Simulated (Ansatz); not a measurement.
# CH₅BFN: a ladder of functionals and wavefunction methods

How much do the methods differ for CH₅BFN? The plan is to run it at one geometry with functionals of several rungs and with coupled cluster. The yardstick is the atomisation energy at the CCSD(T) limit.

Program: Ansatz 0.2.0, Gaussian basis. Level of theory: functionals in def2-TZVPP, the program's frozen cores in correlated methods. These are calculated values, not measurements.

The runs, in order: LDA (SPW92), PBE-D4, revPBE-D4, BLYP-D4, r2SCAN-D4, B97M-V, PBE0-D4, B3LYP-D4, r2SCANh-D4, r2SCAN0-D4, HSE06-D4, BHLYP-D4, CAM-B3LYP-D4, LC-ωPBE, ωB97X-V, ωB97M-V, B2PLYP, PBE-QIDH; CCSD(T)/def2-SVP; CCSD(T)/def2-TZVPP; MP2/def2-QZVPP; extrapolation to the limit; RPA on PBE.

## 1. The geometry

An earlier PBE0-D4 in a triple-zeta def2 set relaxation fixed the geometry.

9 atoms, charge 0, spin multiplicity 1.

Atoms are counted from 1 here; the program's logs count them from 0.

Bond lengths: N1–B2 1.382 Å, N1–H5 1.004 Å, N1–H6 1.008 Å, B2–C3 1.572 Å, B2–H7 1.199 Å, C3–F4 1.398 Å, C3–H8 1.097 Å, C3–H9 1.097 Å. Angles: B2–N1–H5 124.1°, B2–N1–H6 121.3°, H5–N1–H6 114.6°, N1–B2–C3 119.5°, N1–B2–H7 120.5°, C3–B2–H7 120.1°, B2–C3–F4 112.4°, B2–C3–H8 111.3°, B2–C3–H9 111.3°, F4–C3–H8 107.6°, F4–C3–H9 107.6°, H8–C3–H9 106.5°.

## 2. LDA

This LDA is Slater exchange with PW92 correlation.

in.yaml

```yaml
crystal:
  periodic: [false, false, false]
  atoms:
    - {symbol: N, position_ang: [-0.610782, 0.911726, -0.880553]}
    - {symbol: B, position_ang: [0.461967, 0.438533, -0.148352]}
    - {symbol: C, position_ang: [0.295685, -0.866155, 0.713084]}
    - {symbol: F, position_ang: [-0.990557, -1.405981, 0.617997]}
    - {symbol: H, position_ang: [-0.581079, 1.736622, -1.452864]}
    - {symbol: H, position_ang: [-1.499585, 0.437189, -0.874353]}
    - {symbol: H, position_ang: [1.512306, 1.015731, -0.167145]}
    - {symbol: H, position_ang: [1.005023, -1.642954, 0.400807]}
    - {symbol: H, position_ang: [0.495623, -0.671112, 1.774279]}
basis:
  gaussian: {orbitals: def2-TZVPP}
hamiltonian: {xc: lda}
output: {orbitals: {seedname: orbitals}}
```

Run with:

```console
$ ansatz run in.yaml --threads 2 --pin off --events-out ev --progress --plain --max-ram 4352MiB
```

The runs that follow: PBE-D4 (GGA); revPBE-D4 (GGA); BLYP-D4 (GGA); r2SCAN-D4 (meta-GGA); B97M-V (meta-GGA); B3LYP-D4 (hybrid); r2SCANh-D4 (hybrid); r2SCAN0-D4 (hybrid); HSE06-D4 (hybrid); BHLYP-D4 (hybrid); CAM-B3LYP-D4 (range-separated); LC-ωPBE (range-separated); ωB97X-V (range-separated); ωB97M-V (range-separated); B2PLYP (double hybrid); PBE-QIDH (double hybrid); CCSD(T) in def2-SVP; CCSD(T) in def2-TZVPP; MP2 in def2-QZVPP; RPA on PBE orbitals.

**Question.** What will the summary of the whole plan be? Wanted: atomisation energy, CCSD(T)/CBS; farthest beyond LDA; mean size of error, GGA; mean size of error, meta-GGA; mean size of error, hybrid; mean size of error, range-separated; mean size of error, double hybrid; gap, smallest and largest; T1 diagnostic.

The runs gave:

| quantity | value |
| --- | --- |
| atomisation energy, CCSD(T)/CBS | 3391.0 kJ/mol |
| functionals within 17.0 kJ/mol (0.5 %) | revPBE-D4, r2SCAN-D4, B97M-V, r2SCANh-D4, B2PLYP, PBE-QIDH |
| farthest beyond LDA | PBE-D4 (+94.5 kJ/mol) |
| mean size of error, GGA | 42.9 kJ/mol |
| mean size of error, meta-GGA | 15.6 kJ/mol |
| mean size of error, hybrid | 33.6 kJ/mol |
| mean size of error, range-separated | 29.4 kJ/mol |
| mean size of error, double hybrid | 12.9 kJ/mol |
| gap, smallest and largest | 6.36 eV (LDA (SPW92)), 14.18 eV (LC-ωPBE) |
| T1 diagnostic | 0.0118 |
| triples share of the correlation energy | 3.3 % |

The LDA atomisation energy is off by 518.6 kJ/mol (15 %): it overbinds. PBE-D4 is off by +94.5 kJ/mol. Double hybrids carry the basis error of their MP2 part in triple zeta, and no dispersion term here, so their miss is partly the set-up's. The rungs double hybrid, meta-GGA miss on average by less than the doubt on the reference (17.0 kJ/mol), so they tie. The reference freezes the cores and leaves out relativity and excitations past (T), so misses under about 17.0 kJ/mol can't be ranked. Hartree-Fock recovers 73 % of the binding; the rest is correlation. CCSD(T) in def2-SVP is off by -169.3 kJ/mol, so the small basis spoils what the method gains. Orbital gaps span 6.4 to 14.2 eV; exact exchange widens them.
